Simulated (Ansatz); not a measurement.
# YSiNi4: the cost of one run

Computed with Ansatz 0.2.0 (DFT PBEsol, scalar-relativistic, plane waves, PAW, unless a step's input says otherwise).

### Step 1. The starting structure

Symmetry: Cmmm, No. 65, orthorhombic system. Conventional cell: a = 5.026 Å, b = 8.118 Å, c = 3.909 Å, α = 90.00°, β = 90.00°, γ = 90.00°. Around Y (site symmetry mmm) lie 14 Ni at 2.77 to 3.09 Å and 4 Si at 3.18 Å. Around Si (site symmetry mmm) lie 8 Ni at 2.34 to 2.39 Å and 4 Y at 3.18 Å. Ni (site symmetry m2m) is surrounded by 2 Si at 2.34 Å and 5 Ni at 2.44 to 2.58 Å. Around Ni (site symmetry 2/m) lie 2 Si at 2.39 Å and 6 Ni at 2.44 to 2.51 Å.

As a file:

```
CELL_PARAMETERS angstrom
2.51277 -4.05912 0.00000
2.51277 4.05912 0.00000
0.00000 0.00000 3.90878
ATOMIC_POSITIONS crystal
Y 0.00000 0.00000 0.00000
Si 0.50000 0.50000 0.50000
Ni 0.34125 0.65875 0.00000
Ni 0.65875 0.34125 0.00000
Ni 0.50000 0.00000 0.50000
Ni 0.00000 0.50000 0.50000
```

The structure comes from the Materials Project (structure only).

(A quick probe on a coarse mesh, which set the mesh and smearing, is not shown.)

### Step 3. Full relaxation

input.yaml reads:

```yaml
crystal:
  lattice:
    - [2.51277275, -4.05912275, 0.0]
    - [2.51277275, 4.05912275, 0.0]
    - [0.0, 0.0, 3.90877898]
  atoms:
    - { symbol: "Y", position: [0.0, 0.0, 0.0] }
    - { symbol: Si, position: [0.5, 0.5, 0.5] }
    - { symbol: Ni, position: [0.34125119, 0.65874881, 0.0] }
    - { symbol: Ni, position: [0.65874881, 0.34125119, 0.0] }
    - { symbol: Ni, position: [0.5, 0.0, 0.5] }
    - { symbol: Ni, position: [0.0, 0.5, 0.5] }
basis:
  ecutwfc: 420
kpoints:
  mp_grid: { grid: [8, 8, 10] }
hamiltonian:
  xc: pbesol
scf:
  occupations: { method: gaussian, width: 0.1 }
output:
  forces: true
  stress: true
  eigenvalues: true
relax:
  adjacent_minimum: "off"
  f_tol: 0.005
  max_steps: 80
  cell: { stress_tol: 0.05 }
```

The run is started by

```
$ ansatz run input.yaml --threads 2 --pin off --max-ram 5120MiB --backend cpu --events-out ev --progress --plain --runs-dir out
```

Q: Estimate wall time and peak memory on 2 threads of Arm Neoverse V2, shared host.

About 69 s, with a peak of 0.67 GiB.
